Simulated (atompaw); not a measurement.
# Ag: generating and testing a PAW (atompaw) potential

Do these settings give a usable potential? It is generated, then checked for scattering, ghosts and hardness.

Program: atompaw 4.2.0.5. Reference atom: PBE, scalar-relativistic, spherical and spin-unpolarised. All values are calculated.

### Step 1. Starting point

Typed settings, in words:

```
element                 : silver (Ag, Z = 47)
type                    : PAW
frozen core             : [Kr]
valence charge          : 11
reference configuration : 4d10 5s0 5p0 (charge +1)
partial waves           : 5s (bound, empty): rc 3.00 bohr; 5s channel at 1.6 Ry: rc 2.25 bohr; 5p (bound, empty): rc 3.00 bohr; 5p channel at 0.3 Ry: rc 3.00 bohr; 4d (bound): rc 3.00 bohr; 4d channel at -0.85 Ry: rc 3.00 bohr
local potential         : bessel scheme, radius 2.30 bohr
core correction         : smooth core density matched at 2.00 bohr
augmentation charge     : besselshape compensation charge, radius 2.70 bohr; PAW radius 3.00 bohr; waves and projectors: custom rrkj vanderbiltortho
```

The outer shells as boxes (Hund's rule for the drawing; the calculation is spin-unpolarised):

```
[Kr] core
4d [↑↓][↑↓][↑↓][↑↓][↑↓]
5s [  ]
5p [  ][  ][  ]
```

The nodes and maxima of the atom's own shells, from an earlier all-electron run, set the scale for the radii.

All-electron outer shells of the reference configuration (PBE, scalar-relativistic, ld1.x):

```
shell  level (eV)  outermost node (bohr)  outermost maximum (bohr)
   4s     -103.28                   0.44                      0.82
   4p      -66.82                   0.44                      0.88
   4d      -15.64                   0.43                      1.04
   5s      -11.29                   1.11                      2.37
   5p       -6.30                   1.24                      3.08
```

### Step 2. Generating the potential

Ag.input

```
Ag 47
GGA-PBE scalarrelativistic loggrid 1500 logderivrange -3 5 201
5 5 4 0 0 0
5 0 0
5 1 0
0 0 0
c
c
c
c
v
c
c
c
v
c
v
2
3.00 2.70 2.30 2.00
y
1.6
n
y
0.3
n
y
-0.85
n
custom rrkj vanderbiltortho besselshape
bessel
3.00
2.25
3.00
3.00
3.00
3.00
PWSCFOUT
UPFDX 0.0125d0 UPFXMIN -7.d0 UPFZMESH 47.d0
END
```

Launch:

```sh
$ atompaw < Ag.input > Ag.log
```

Q: Predict the outcome of this session. Wanted: cutoffs for 10 and 1 mRy, occupied levels; bound ghosts; largest phase difference near zero energy, channels read; lowest eigenvalue of the overlap; share of valence orbitals outside the PAW sphere; UPF file.

The runs gave:

| quantity | value |
| --- | --- |
| cutoffs for 10 and 1 mRy, occupied levels | 10 Ry and 18 Ry |
| bound ghosts | none found |
| largest phase difference near zero energy, channels read | 0.010 rad |
| lowest eigenvalue of the overlap (Bessel basis) | 0.095 (d) |
| share of valence orbitals outside the PAW sphere | 5s 38 %, 5p 66 %, 4d 3 % |
| UPF file | written |

**Reading.** By its cutoff, 10 Ry for the looser tolerance, it is soft on the atom at that tolerance. It is free of bound ghosts as far as tested. Near zero energy the phases of the channels with partial waves agree within 0.010 rad. These are tests on the free atom; a crystal test is still owed.
